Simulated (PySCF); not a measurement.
The system is O2SF2, in a box.

```
O S F
1.0
    12.00000    0.00000    0.00000
     0.00000   12.00000    0.00000
     0.00000    0.00000   12.00000
O S F
2 1 2
Direct
  0.46920 0.46768 0.59696
  0.59569 0.40842 0.44360
  0.50746 0.47219 0.48648
  0.40648 0.45797 0.40870
  0.52894 0.59508 0.45670
```

Program: PySCF 2.14.0. Alike in all runs: task atomic charges; potentials or basis def2-svp (all-electron); no spin polarisation; cell as given; k mesh 1 × 1 × 1; smearing fixed.

Question: Order these runs on this cell by their band gap on the k mesh, lowest first.
A. level PW91
B. level r2SCAN0; exxdiv ewald
C. level M06-2X+D3; exxdiv ewald; three-body dispersion term no
D. level rSCAN+D3(BJ); three-body dispersion term no

Answer: A (7.87 eV), D (8.70 eV), B (11.66 eV), C (14.20 eV).

Caveats: this is a molecule in a periodic box at the Γ point, so its band gap is the HOMO-LUMO gap; the basis of atomic orbitals isn't converged, which shifts pressures, moduli and gaps; these D3(BJ) parameters were fitted with the three-body term, which the run leaves out (some runs).

Runs at the PBE level aren't shown here.
